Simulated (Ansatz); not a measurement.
**Lu2ScN3: what a guessed cell relaxes into**

The task: take a trial cell of Lu2ScN3 to zero force and stress.

Method: DFT PBE, scalar-relativistic, plane waves, PAW, in Ansatz 0.2.0.

## Step 1: The structure to begin with

The structure is hexagonal, space group P6/mmm (No. 191). The conventional cell has a = 4.477 Å, b = 4.477 Å, c = 5.806 Å, α = 90.00°, β = 90.00°, γ = 120.00°. Lu (site symmetry -6m2) has 3 Lu at 2.59 Å and 5 N at 2.59 to 2.90 Å in its first shell of neighbours. Sc (site symmetry 6/mmm) has 8 N at 2.59 to 2.90 Å in its first shell of neighbours. N (site symmetry -6m2) is surrounded by 3 Sc at 2.59 Å and 3 N at 2.59 Å and 2 Lu at 2.90 Å. N (site symmetry 6/mmm) has 6 Lu at 2.59 Å and 2 Sc at 2.90 Å in its first shell of neighbours.

As a file:

```cif
data_structure
_symmetry_space_group_name_H-M 'P 1'
_symmetry_Int_Tables_number 1
_cell_length_a 4.4774
_cell_length_b 4.4774
_cell_length_c 5.8060
_cell_angle_alpha 90.000
_cell_angle_beta 90.000
_cell_angle_gamma 120.000
_cell_volume 100.80
loop_
_atom_site_label
_atom_site_type_symbol
_atom_site_fract_x
_atom_site_fract_y
_atom_site_fract_z
_atom_site_occupancy
Lu1 Lu 0.33333 0.66667 0.00000 1
Lu2 Lu 0.66667 0.33333 0.00000 1
Sc1 Sc 0.00000 0.00000 0.50000 1
N1 N 0.33333 0.66667 0.50000 1
N2 N 0.66667 0.33333 0.50000 1
N3 N 0.00000 0.00000 0.00000 1
```

Recipe of the guess: random cell by space group and Wyckoff sites (P6/mmm, No. 191). Its size is a rough estimate.

## Step 2: A first look at the guess

Input file input.yaml:

```yaml
crystal:
  lattice:
    - [4.47735496, 0.0, 0.0]
    - [-2.23867748, 3.87750314, 0.0]
    - [0.0, 0.0, 5.80598886]
  atoms:
    - { symbol: Lu, position: [0.33333333, 0.66666667, 0.0] }
    - { symbol: Lu, position: [0.66666667, 0.33333333, 0.0] }
    - { symbol: Sc, position: [0.0, 0.0, 0.5] }
    - { symbol: "N", position: [0.33333333, 0.66666667, 0.5] }
    - { symbol: "N", position: [0.66666667, 0.33333333, 0.5] }
    - { symbol: "N", position: [0.0, 0.0, 0.0] }
basis:
  ecutwfc: 420
kpoints:
  mp_grid: { grid: [6, 6, 4] }
hamiltonian:
  xc: pbe
scf:
  occupations: { method: gaussian, width: 0.1 }
  lower_state_search: "off"
output:
  forces: true
  stress: true
  eigenvalues: true
```

Started as:

```console
$ ansatz run input.yaml --threads 1 --pin off --max-ram 2560MiB --backend cpu --events-out ev --progress --plain --runs-dir out
```

The session goes on with these runs: coarse relaxation; spin check on a coarse mesh; final relaxation.

**Question.** What will these runs give? Wanted: conventional cell; volume; energy over the elements; gap on the mesh.

As calculated:

| quantity | value |
| --- | --- |
| symmetry at the end (tolerance 0.05 Å) | space group P6/mmm (No. 191) |
| conventional cell | a = 4.784 Å, b = 4.784 Å, c = 4.324 Å, α = 90.00°, β = 90.00°, γ = 120.00° |
| volume | 14.29 Å³/atom |
| energy over the elements (uncorrected; H, N, O, F and Cl as molecules) | -0.15 eV/atom |
| gap on the mesh | none (metal) |

The space group P6/mmm (No. 191) is kept, and the volume per atom shrinks by 15.0 % from the first guess. A negative formation energy is needed for stability but isn't enough; other structures and compounds were not set against it here. No finished test with a distortion of lower symmetry is shown, so the end may be a saddle point. The runs treat Lu without spin-orbit coupling. Other magnetic orders were not searched.
